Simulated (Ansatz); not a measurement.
## YIr2 and its elements: a formation energy from the elements, step by step

Computed with Ansatz's Python interface.

The cells in order, each with its output:

**Cell 1**
```python
from collections import Counter
import warnings

import ansatz as az
import numpy as np

PHASES = {
    "YIr2": (
        [(0.0, 3.762, 3.762), (3.762, 0.0, 3.762), (3.762, 3.762, 0.0)],
        [
            ("Y", (0.0, 0.0, 0.0)),
            ("Y", (0.25, 0.25, 0.25)),
            ("Ir", (0.625, 0.625, 0.625)),
            ("Ir", (0.125, 0.625, 0.625)),
            ("Ir", (0.625, 0.625, 0.125)),
            ("Ir", (0.625, 0.125, 0.625)),
        ],
    ),
    "Y": (
        [(3.6474, 0.0, 0.0), (-1.8237, 3.15874106, 0.0), (0.0, 0.0, 5.7306)],
        [
            ("Y", (1 / 3, 2 / 3, 0.25)),
            ("Y", (2 / 3, 1 / 3, 0.75)),
        ],
    ),
    "Ir": (
        [(0.0, 1.9156, 1.9156), (1.9156, 0.0, 1.9156), (1.9156, 1.9156, 0.0)],
        [
            ("Ir", (0.0, 0.0, 0.0)),
        ],
    ),
}
```

**Cell 2**
```python
def build(vectors, sites):
    crystal = az.Crystal(lattice=az.Lattice.of(vectors))
    for symbol, position in sites:
        crystal = crystal.atom(symbol, position)
    return crystal
```

**Cell 3**
```python
def run_phase(name, crystal):
    calc = crystal.calculation()
    calc = calc.functional("pbesol")
    calc = calc.basis(16 * az.Ha)
    calc = calc.kpoints(spacing=0.27)
    calc = calc.occupations("fermi_dirac", width=0.05)
    calc = calc.stress()
    calc = calc.relax(force_tolerance=0.01, cell=True)
    return calc.run(threads=1)
```

**Cell 4**
```python
def counts(outcome):
    return Counter(site.symbol for site in outcome.lattice.sites)
```

**Cell 5**
```python
def formation_energy(outcome, mu):
    n = counts(outcome)
    return (outcome.report["energy_sigma0_ev"] - sum(k * mu[element] for element, k in n.items())) / sum(n.values())
```

**Cell 6**
```python
def volume_per_atom(outcome):
    return abs(np.linalg.det(outcome.lattice.cell_ang)) / len(outcome.lattice.sites)
```

**Cell 7**
```python
warnings.simplefilter("ignore", az.DeckWarning)

phases = {name: build(*cell) for name, cell in PHASES.items()}
```

**Cell 8**
```python
done = {name: run_phase(name, crystal) for name, crystal in phases.items()}
```

**Cell 9**
```python
# energy of one atom in its reference phase
references = {"Y": "Y", "Ir": "Ir"}
mu = {element: done[name].report["energy_sigma0_ev"] / len(done[name].lattice.sites) for element, name in references.items()}
```

**Cell 10**
```python
target = done["YIr2"]
heat = formation_energy(target, mu)
n = counts(target)
print("cell content:", dict(n), " volume", round(volume_per_atom(target), 3), "A^3/atom")
print("formation energy", round(heat, 4), "eV/atom,", round(heat * sum(n.values()), 4), "eV per cell")
print("bound against the elements" if heat < 0 else "unbound against the elements")
```
Output:
```text
cell content: {<Element.Y: 'Y'>: 2, <Element.IR: 'Ir'>: 4}  volume 17.537 A^3/atom
formation energy -0.8071 eV/atom, -4.8427 eV per cell
bound against the elements
```

What to keep in mind:
- Spin is left out of this run.
- For the metals among these phases the mesh is modest: differences between phases can be off by up to 40 meV an atom.
- Spin-orbit coupling, which matters for elements this heavy, is left out.
- The cells come from databases of deposited and of computed structures, and not all need be stable phases.
- The compound is the structure given, not necessarily its lowest; energies are at zero temperature, with no correction for gases. A semilocal functional's error on such energies is often 0.05 to 0.1 eV an atom, and 0.1 to 0.3 eV against gases such as O2 or F2.
- Hardware and time: 24 s on 1 thread of Arm Neoverse V2 (shared host), peak memory 0.5 GiB.

(Lines on the test bed's own set-up are left out of the output.)
